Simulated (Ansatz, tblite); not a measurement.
**The cluster Al15As14H36−: a ladder of methods and basis sets**

Aim: run the singlet of the cluster Al15As14H36− at one geometry on many levels, and compare frontier levels, spin and run time.

Computed with Ansatz 0.2.0, Gaussian basis. Level: as each input shows.

Levels to be run: GFN1-xTB, GFN2-xTB, PBE-D4/def2-SVP, r2SCAN-D4/def2-SVP, r2SCAN0-D4/def2-SVP, PBE0-D4/def2-TZVP, PBE-D4/def2-TZVP, MP2/def2-SVP.

1 further run of the same task is left out (set aside as unsound or not needed).

### 1 The geometry

The geometry is that of the singlet, from an earlier relaxation (PBE-D4/def2-SVP).

65 atoms, charge -1, spin multiplicity 1.

Bond lengths: As1–Al15 2.521 Å, As1–Al17 2.538 Å, As1–H30 1.530 Å, As1–H31 1.530 Å, As2–Al16 2.521 Å, As2–Al18 2.528 Å, As2–H32 1.530 Å, As2–H33 1.527 Å, As3–Al15 2.465 Å, As3–Al20 2.527 Å, As3–Al21 2.495 Å, As3–H34 1.529 Å, As4–Al19 2.488 Å, As4–Al20 2.525 Å, As4–Al22 2.504 Å, As4–H35 1.530 Å, As5–Al16 2.481 Å, As5–Al23 2.537 Å and more. Angles: Al15–As1–Al17 126.4°, Al15–As1–H30 103.7°, Al15–As1–H31 108.1°, Al17–As1–H30 110.9°, Al17–As1–H31 107.6°, H30–As1–H31 95.9°, Al16–As2–Al18 122.8°, Al16–As2–H32 110.5°, Al16–As2–H33 108.0°, Al18–As2–H32 107.8°, Al18–As2–H33 107.9°, H32–As2–H33 96.6°, Al15–As3–Al20 115.1°, Al15–As3–Al21 117.9°, Al15–As3–H34 105.2°, Al20–As3–Al21 104.0°, Al20–As3–H34 108.5°, Al21–As3–H34 105.6° and more.

The ion is computed in the gas phase, without counter-ions or solvent.

PBE0-D4/def2-SVP was run before; its log isn't repeated, and its numbers join the tables.

### 2 GFN1-xTB

Tight binding, by tblite at 300 K electronic temperature and without a spin-polarisation term:

```python
tblite.interface.Calculator('GFN1-xTB', numbers, positions, charge=-1, uhf=0).singlepoint()
```

Energy -1979.7031 eV, HOMO -7.71 eV, LUMO -4.65 eV; 1.6 s.

### 3 GFN2-xTB

Tight binding, by tblite at 300 K electronic temperature and without a spin-polarisation term:

```python
tblite.interface.Calculator('GFN2-xTB', numbers, positions, charge=-1, uhf=0).singlepoint()
```

Energy -1852.3149 eV, HOMO -7.10 eV, LUMO -4.81 eV; 1.5 s.

### 4 PBE-D4/def2-SVP

start.molden holds the orbitals of an earlier run on this state, given as this run's starting guess.

File in.yaml:

```yaml
crystal:
  periodic: [false, false, false]
  atoms:
    - {symbol: As, position_ang: [-3.738429, -1.268137, 2.208540]}
    - {symbol: As, position_ang: [-4.130426, 1.439104, -1.156086]}
    - {symbol: As, position_ang: [-1.387261, -4.215843, 1.487482]}
    - {symbol: As, position_ang: [1.341512, -4.108702, -0.874052]}
    - {symbol: As, position_ang: [-1.263161, 1.505645, -3.891169]}
    - {symbol: As, position_ang: [1.331954, -1.187902, -3.850855]}
    - {symbol: As, position_ang: [-1.394619, -1.246789, -1.057741]}
    - {symbol: As, position_ang: [-1.405823, 1.642644, 1.834536]}
    - {symbol: As, position_ang: [1.324945, -1.145437, 1.868412]}
    - {symbol: As, position_ang: [1.449326, 1.582576, -1.074995]}
    - {symbol: As, position_ang: [-1.622527, 4.150488, -1.051083]}
    - {symbol: As, position_ang: [1.579521, 4.319908, 1.748400]}
    - {symbol: As, position_ang: [3.916185, -1.491396, -0.978533]}
    - {symbol: As, position_ang: [3.980003, 1.461207, 2.041173]}
    - {symbol: Al, position_ang: [-2.894130, -2.673560, 0.293361]}
    - {symbol: Al, position_ang: [-2.779802, -0.042811, -2.684231]}
    - {symbol: Al, position_ang: [-2.348088, 0.262567, 3.680428]}
    - {symbol: Al, position_ang: [-3.074876, 2.914700, 0.604254]}
    - {symbol: Al, position_ang: [-0.014341, -2.769033, -2.472474]}
    - {symbol: Al, position_ang: [-0.196467, -5.897573, 0.024874]}
    - {symbol: Al, position_ang: [0.435496, -3.225637, 2.873434]}
    - {symbol: Al, position_ang: [2.695487, -2.966151, 0.895917]}
    - {symbol: Al, position_ang: [0.108223, 0.185442, -5.567855]}
    - {symbol: Al, position_ang: [0.117769, 3.050377, -2.533084]}
    - {symbol: Al, position_ang: [2.912746, 0.187016, -2.534277]}
    - {symbol: Al, position_ang: [-0.019010, 0.214660, 0.371169]}
    - {symbol: Al, position_ang: [-0.595493, 3.719856, 2.944372]}
    - {symbol: Al, position_ang: [2.331788, 0.286928, 3.602028]}
    - {symbol: Al, position_ang: [3.029046, 2.921953, 0.242360]}
    - {symbol: H, position_ang: [-4.546066, -2.255025, 3.054554]}
    - {symbol: H, position_ang: [-4.941732, -0.463924, 1.712513]}
    - {symbol: H, position_ang: [-5.102085, 2.299486, -1.965893]}
    - {symbol: H, position_ang: [-5.187451, 0.575001, -0.472904]}
    - {symbol: H, position_ang: [-2.283500, -4.972811, 2.467682]}
    - {symbol: H, position_ang: [2.369720, -4.808180, -1.765022]}
    - {symbol: H, position_ang: [-2.179912, 2.411154, -4.717766]}
    - {symbol: H, position_ang: [2.254538, -2.092759, -4.671881]}
    - {symbol: H, position_ang: [-2.505584, 4.974300, -1.990066]}
    - {symbol: H, position_ang: [-1.004949, 5.332124, -0.308576]}
    - {symbol: H, position_ang: [1.299761, 5.569882, 0.911724]}
    - {symbol: H, position_ang: [2.522221, 5.005533, 2.739032]}
    - {symbol: H, position_ang: [4.675417, -2.379862, -1.973003]}
    - {symbol: H, position_ang: [5.175345, -0.791688, -0.447534]}
    - {symbol: H, position_ang: [5.004656, 0.532590, 1.400913]}
    - {symbol: H, position_ang: [4.980522, 2.377439, 2.751226]}
    - {symbol: H, position_ang: [-4.133920, -3.306786, -0.500569]}
    - {symbol: H, position_ang: [-3.754026, -0.878640, -3.638130]}
    - {symbol: H, position_ang: [-3.360453, 1.110927, 4.595612]}
    - {symbol: H, position_ang: [-1.222535, -0.695498, 4.306278]}
    - {symbol: H, position_ang: [-4.204645, 3.809205, 1.295366]}
    - {symbol: H, position_ang: [-0.928661, -3.709065, -3.393879]}
    - {symbol: H, position_ang: [-1.152709, -6.456226, -1.142041]}
    - {symbol: H, position_ang: [0.608654, -6.916612, 0.976992]}
    - {symbol: H, position_ang: [1.732514, -4.080934, 2.223939]}
    - {symbol: H, position_ang: [0.273061, -3.371337, 4.458465]}
    - {symbol: H, position_ang: [4.057216, -3.546668, 1.509227]}
    - {symbol: H, position_ang: [-0.900849, -0.717102, -6.435361]}
    - {symbol: H, position_ang: [1.140993, 1.188513, -6.287174]}
    - {symbol: H, position_ang: [0.876556, 4.205399, -3.342587]}
    - {symbol: H, position_ang: [3.960471, 1.066289, -3.371998]}
    - {symbol: H, position_ang: [-0.279374, 3.621276, 4.509368]}
    - {symbol: H, position_ang: [-1.585588, 4.880834, 2.395618]}
    - {symbol: H, position_ang: [1.391143, 1.554171, 3.922855]}
    - {symbol: H, position_ang: [3.152804, -0.480806, 4.744581]}
    - {symbol: H, position_ang: [4.108876, 3.803696, -0.545866]}
basis:
  gaussian: {orbitals: def2-SVP, fitting: {mean_field: def2-universal-jkfit}, initial_orbitals: start.molden}
total_charge: -1
hamiltonian: {xc: pbe, dispersion: d4}
scf: {omitted_lower_state_checks: [starts]}
output: {forces: true, orbitals: {seedname: orbitals}}
```

Run with:

```bash
$ ansatz run in.yaml --threads 11 --pin off --events-out ev --progress --plain --max-ram 174080MiB --backend cuda --devices 0, --max-vram 75GiB
```

The log of the run, shortened:

```text
Functional definition: PBE
  name "PBE"
  cite "Perdew, Burke & Ernzerhof, Phys. Rev. Lett. 77, 3865 (1996) doi:10.1103/PhysRevLett.77.3865"
  parent pbe
[...]
6292 factors; integrals over basis functions are off by at most 3.7e-1 eV
[...]
mean field -951023.84650250 eV, -34949.4817318510 hartree, gradient 7.2e-5 eV, S^2 0.000000; 0 other end points of the search recorded, 0 dependent functions left out
[...]
reference -951023.84662368 eV, -34949.4817363042 hartree; 347, 347 occupied and 551, 551 virtual orbitals, 6292 factors
Total energy: -951029.46211922 eV, -34949.6881019592 hartree
Atom 0 at    -3.738429    -1.268137     2.208540 Å, force    -0.005242    -0.009007    -0.006330 eV/Å
Atom 1 at    -4.130426     1.439104    -1.156086 Å, force     0.001767    -0.002503    -0.000533 eV/Å
Atom 2 at    -1.387261    -4.215843     1.487482 Å, force     0.002953    -0.001881    -0.000458 eV/Å
Atom 3 at     1.341512    -4.108702    -0.874052 Å, force    -0.003329     0.000986     0.001171 eV/Å
Atom 4 at    -1.263161     1.505645    -3.891169 Å, force     0.002268    -0.000280    -0.003304 eV/Å
Atom 5 at     1.331954    -1.187902    -3.850855 Å, force     0.004935     0.000546    -0.002148 eV/Å
Atom 6 at    -1.394619    -1.246789    -1.057741 Å, force    -0.001452     0.002212     0.003963 eV/Å
Atom 7 at    -1.405823     1.642644     1.834536 Å, force     0.006310     0.001452    -0.012246 eV/Å
[...]
Atom 49 at    -4.204645     3.809205     1.295366 Å, force    -0.001887     0.001137     0.000688 eV/Å
Atom 50 at    -0.928661    -3.709065    -3.393879 Å, force     0.000182     0.000571    -0.000459 eV/Å
Atom 51 at    -1.152709    -6.456226    -1.142041 Å, force    -0.000444     0.001134     0.001944 eV/Å
Atom 52 at     0.608654    -6.916612     0.976992 Å, force    -0.001554    -0.000332     0.001624 eV/Å
Atom 53 at     1.732514    -4.080934     2.223939 Å, force    -0.006882    -0.001851     0.005058 eV/Å
Atom 54 at     0.273061    -3.371337     4.458465 Å, force    -0.003359     0.000677    -0.000820 eV/Å
Atom 55 at     4.057216    -3.546668     1.509227 Å, force    -0.005670     0.001399    -0.000776 eV/Å
Atom 56 at    -0.900849    -0.717102    -6.435361 Å, force     0.000220    -0.000900     0.000320 eV/Å
Atom 57 at     1.140993     1.188513    -6.287174 Å, force    -0.000569    -0.000833    -0.001250 eV/Å
Atom 58 at     0.876556     4.205399    -3.342587 Å, force    -0.001060    -0.000715     0.000982 eV/Å
Atom 59 at     3.960471     1.066289    -3.371998 Å, force    -0.000444     0.001035    -0.001226 eV/Å
Atom 60 at    -0.279374     3.621276     4.509368 Å, force    -0.000123    -0.001164     0.009801 eV/Å
Atom 61 at    -1.585588     4.880834     2.395618 Å, force    -0.007713     0.006738    -0.003315 eV/Å
Atom 62 at     1.391143     1.554171     3.922855 Å, force    -0.010268     0.013706     0.009553 eV/Å
Atom 63 at     3.152804    -0.480806     4.744581 Å, force     0.006350    -0.007876     0.006785 eV/Å
Atom 64 at     4.108876     3.803696    -0.545866 Å, force    -0.000336     0.001245     0.001184 eV/Å
Dipole moment:    -0.205706     1.465414    -0.179916 e Å
Checks for a lower state left out: starts
```

It took 8.5 s on 1 × H100 with 11 threads of AMD EPYC 7R13, shared host; peak host memory 1.7 GiB.

HOMO -3.44 eV, LUMO -0.16 eV.

### 5 r2SCAN-D4/def2-SVP

Changes to in.yaml since step 4:

```diff
@@ -71,4 +71,4 @@
 total_charge: -1
-hamiltonian: {xc: pbe, dispersion: d4}
+hamiltonian: {xc: r2scan, dispersion: d4}
 scf: {omitted_lower_state_checks: [starts]}
-output: {forces: true, orbitals: {seedname: orbitals}}
+output: {orbitals: {seedname: orbitals}}
```

The command is unchanged.

The log of the run:

```text
Functional definition: r2SCAN
  name "r2SCAN"
  cite "Furness, Kaplan, Ning, Perdew & Sun, J. Phys. Chem. Lett. 11, 8208 (2020) doi:10.1021/acs.jpclett.0c02405"
  cite "Furness, Kaplan, Ning, Perdew & Sun, J. Phys. Chem. Lett. 11, 9248 (2020) doi:10.1021/acs.jpclett.0c03077"
  parent r2scan
  parameter k0 = 0.174
  parameter k1 = 0.065
  parameter a1 = 4.9479
  exchange = r2scan_x(k0 = k0, k1 = k1, a1 = a1)
  correlation = r2scan_c
these checks for a lower state are left out or cut short: starts
6292 factors; integrals over basis functions are off by at most 3.7e-1 eV
mean field evaluation 1: about -951200.1132 eV, gradient 1.4e1 eV
mean field evaluation 2: about -951200.4868 eV, gradient 3.5e-1 eV
mean field evaluation 4: about -951200.4776 eV, gradient 8.9e-4 eV
mean field -951200.47755441 eV, -34955.9728032838 hartree, gradient 2.2e-5 eV, S^2 0.000000; 0 other end points of the search recorded, 0 dependent functions left out
reference -951200.47759109 eV, -34955.9728046320 hartree; 347, 347 occupied and 551, 551 virtual orbitals, 6292 factors
Total energy: -951202.13028037 eV, -34956.0335398427 hartree
Checks for a lower state left out: starts
```

It took 8.5 s on 1 × H100 with 11 threads of AMD EPYC 7R13, shared host; peak host memory 1.6 GiB.

HOMO -3.70 eV, LUMO -0.08 eV.

### 6 r2SCAN0-D4/def2-SVP

Changes to in.yaml since step 5:

```diff
@@ -71,4 +71,4 @@
 total_charge: -1
-hamiltonian: {xc: r2scan, dispersion: d4}
+hamiltonian: {xc: {name: r2SCAN0}, dispersion: d4}
 scf: {omitted_lower_state_checks: [starts]}
-output: {orbitals: {seedname: orbitals}}
+output: {forces: true, orbitals: {seedname: orbitals}}
```

The command is unchanged.

The log of the run, shortened:

```text
Functional definition: r2SCAN0
  name "r2SCAN0"
  cite "Bursch, Neugebauer, Ehlert & Grimme, J. Chem. Phys. 156, 134105 (2022) doi:10.1063/5.0086040"
  cite "Furness, Kaplan, Ning, Perdew & Sun, J. Phys. Chem. Lett. 11, 8208 (2020) doi:10.1021/acs.jpclett.0c02405"
  cite "Furness, Kaplan, Ning, Perdew & Sun, J. Phys. Chem. Lett. 11, 9248 (2020) doi:10.1021/acs.jpclett.0c03077"
  parent r2scan
[...]
6292 factors; integrals over basis functions are off by at most 3.7e-1 eV
[...]
mean field -951193.85787773 eV, -34955.7295346528 hartree, gradient 8.8e-6 eV, S^2 0.000000; 0 other end points of the search recorded, 0 dependent functions left out
[...]
reference -951193.85790690 eV, -34955.7295357248 hartree; 347, 347 occupied and 551, 551 virtual orbitals, 6292 factors
Total energy: -951195.93295978 eV, -34955.8057925117 hartree
[...]
Atom 56 at    -0.900849    -0.717102    -6.435361 Å, force     0.143424     0.121939     0.109758 eV/Å
Atom 57 at     1.140993     1.188513    -6.287174 Å, force    -0.137704    -0.139632     0.087359 eV/Å
Atom 58 at     0.876556     4.205399    -3.342587 Å, force    -0.108347    -0.161687     0.118429 eV/Å
Atom 59 at     3.960471     1.066289    -3.371998 Å, force    -0.135136    -0.131771     0.118637 eV/Å
Atom 60 at    -0.279374     3.621276     4.509368 Å, force    -0.051430     0.021805    -0.209508 eV/Å
Atom 61 at    -1.585588     4.880834     2.395618 Å, force     0.126673    -0.141164     0.068597 eV/Å
Atom 62 at     1.391143     1.554171     3.922855 Å, force     0.118390    -0.156278    -0.021835 eV/Å
Atom 63 at     3.152804    -0.480806     4.744581 Å, force    -0.106483     0.101207    -0.146881 eV/Å
Atom 64 at     4.108876     3.803696    -0.545866 Å, force    -0.152010    -0.124632     0.117496 eV/Å
Dipole moment:    -0.227864     1.575159    -0.214838 e Å
Checks for a lower state left out: starts
```

Run time: 17 s. Hardware: 1 × H100 with 11 threads of AMD EPYC 7R13, shared host; peak host memory 9.8 GiB.

From the report: HOMO -4.56 eV, LUMO 0.55 eV.

### 7 PBE0-D4/def2-TZVP

Changes to in.yaml since step 6:

```diff
@@ -69,6 +69,6 @@
 basis:
-  gaussian: {orbitals: def2-SVP, fitting: {mean_field: def2-universal-jkfit}, initial_orbitals: start.molden}
+  gaussian: {orbitals: def2-TZVP, fitting: {mean_field: def2-universal-jkfit}, initial_orbitals: start.molden}
 total_charge: -1
-hamiltonian: {xc: {name: r2SCAN0}, dispersion: d4}
+hamiltonian: {xc: pbe0, dispersion: d4}
 scf: {omitted_lower_state_checks: [starts]}
-output: {forces: true, orbitals: {seedname: orbitals}}
+output: {orbitals: {seedname: orbitals}}
```

Launched as before.

The log of the run, shortened:

```text
Functional definition: PBE0
  name "PBE0"
  cite "Adamo & Barone, J. Chem. Phys. 110, 6158 (1999) doi:10.1063/1.478522"
  cite "Perdew, Burke & Ernzerhof, Phys. Rev. Lett. 77, 3865 (1996) doi:10.1103/PhysRevLett.77.3865"
  parent pbe
[...]
6292 factors; integrals over basis functions are off by at most 6.8e-1 eV
[...]
mean field -951200.20043602 eV, -34955.9626193707 hartree, gradient 1.3e-5 eV, S^2 0.000000; 0 other end points of the search recorded, 0 dependent functions left out
reference -951200.20054663 eV, -34955.9626234358 hartree; 347, 347 occupied and 1096, 1096 virtual orbitals, 6292 factors
Total energy: -951205.38211995 eV, -34956.1530427432 hartree
Checks for a lower state left out: starts
```

Wall time 20 s (1 × H100 with 11 threads of AMD EPYC 7R13, shared host); peak host memory 1.8 GiB.

From the report: HOMO -4.42 eV, LUMO 0.42 eV.

### 8 PBE-D4/def2-TZVP

Changes to in.yaml since step 7:

```diff
@@ -71,3 +71,3 @@
 total_charge: -1
-hamiltonian: {xc: pbe0, dispersion: d4}
+hamiltonian: {xc: pbe, dispersion: d4}
 scf: {omitted_lower_state_checks: [starts]}
```

Same command.

The log of the run:

```text
Functional definition: PBE
  name "PBE"
  cite "Perdew, Burke & Ernzerhof, Phys. Rev. Lett. 77, 3865 (1996) doi:10.1103/PhysRevLett.77.3865"
  parent pbe
  parameter kappa = 0.804
  parameter beta = 0.06672455060314922
  exchange = pbe_x(kappa = kappa, mu = beta*pi^2/3)
  correlation = pbe_c(beta = beta)
these checks for a lower state are left out or cut short: starts
6292 factors; integrals over basis functions are off by at most 6.8e-1 eV
mean field evaluation 1: about -951150.9980 eV, gradient 4.6e2 eV
mean field evaluation 2: about -951163.1694 eV, gradient 1.7e1 eV
mean field evaluation 4: about -951163.7855 eV, gradient 6.2e-1 eV
mean field evaluation 8: about -951163.7890 eV, gradient 1.3e-5 eV
mean field -951163.78897694 eV, -34954.6245229301 hartree, gradient 1.3e-5 eV, S^2 0.000000; 0 other end points of the search recorded, 0 dependent functions left out
reference -951163.78912634 eV, -34954.6245284208 hartree; 347, 347 occupied and 1096, 1096 virtual orbitals, 6292 factors
Total energy: -951169.40462189 eV, -34954.8308940758 hartree
Checks for a lower state left out: starts
```

Wall time 11 s (1 × H100 with 11 threads of AMD EPYC 7R13, shared host); peak host memory 1.8 GiB.

Report: HOMO -3.50 eV, LUMO -0.27 eV.

### 9 MP2/def2-SVP

Changes to in.yaml since step 8:

```diff
@@ -69,5 +69,5 @@
 basis:
-  gaussian: {orbitals: def2-TZVP, fitting: {mean_field: def2-universal-jkfit}, initial_orbitals: start.molden}
+  gaussian: {orbitals: def2-SVP, initial_orbitals: start.molden}
 total_charge: -1
-hamiltonian: {xc: pbe, dispersion: d4}
+correlation: {method: mp2}
 scf: {omitted_lower_state_checks: [starts]}
```

The command is unchanged.

The log of the run:

```text
Functional definition: HF
  name "HF"
  cite "Fock, Z. Phys. 61, 126 (1930) doi:10.1007/BF01340294"
  parent pbe
  exchange = exact_x
  correlation = 0
these checks for a lower state are left out or cut short: starts
8658 factors; integrals over basis functions are off by at most 1.2e-3 eV
mean field evaluation 1: about -950335.7965 eV, gradient 5.6e1 eV
mean field evaluation 2: about -950341.5839 eV, gradient 5.0e0 eV
mean field evaluation 4: about -950341.7768 eV, gradient 1.5e-4 eV
mean field evaluation 8: about -950341.8479 eV, gradient 2.5e-6 eV
mean field -950341.84790082 eV, -34924.4187455147 hartree, gradient 2.8e-6 eV, S^2 0.000000; 0 other end points of the search recorded, 0 dependent functions left out
201 core orbitals not correlated: weight in the atoms' cores, before any rotation towards them, 1.000 or more for the frozen orbitals, at most 0.000 for the correlated occupied ones
reference -950341.84790082 eV, -34924.4187455147 hartree; 146, 146 occupied and 551, 551 virtual orbitals, 8658 factors
second order -121.37488334 eV of doubles, -0.00000000 eV of singles
Total energy: -950463.22278416 eV, -34928.8791902066 hartree
Checks for a lower state left out: starts
```

Run time: 22 s. Hardware: 1 × H100 with 11 threads of AMD EPYC 7R13, shared host; peak host memory 2.4 GiB.

Hartree-Fock HOMO -6.48 eV, LUMO 3.51 eV.

### 10 Levels side by side

```csv
level,functions,HOMO (eV),LUMO (eV),gap (eV),time
PBE-D4/def2-SVP,898,-3.44,-0.16,3.27,8.5 s
PBE-D4/def2-TZVP,1443,-3.50,-0.27,3.23,11 s
r2SCAN-D4/def2-SVP,898,-3.70,-0.08,3.62,8.5 s
PBE0-D4/def2-SVP,898,-4.39,0.51,4.89,13 s
PBE0-D4/def2-TZVP,1443,-4.42,0.42,4.83,20 s
r2SCAN0-D4/def2-SVP,898,-4.56,0.55,5.11,17 s
```

The pieces so far (eV):

```csv
basis,HF,MP2 correlation,total
def2-SVP,-950341.8479,-121.3749,-950463.2228 (MP2)
```

### 11 What came out

| quantity | value |
| --- | --- |
| gap in def2-SVP, named functionals, smallest and largest | 3.27 eV (PBE-D4), 5.11 eV (r2SCAN0-D4) |
| correlation energy, MP2/def2-SVP | -121.37 eV |
| PBE0 total energy, smallest basis above largest | 138.98 eV (def2-SVP, def2-TZVP) |

In words: Over the named functionals in def2-SVP the gap runs from 3.27 eV (PBE-D4) to 5.11 eV (r2SCAN0-D4); exact exchange widens it.

The slowest run with a step of its own, MP2/def2-SVP, took 22 s; the quickest functional in def2-SVP took 8.5 s (shared host).
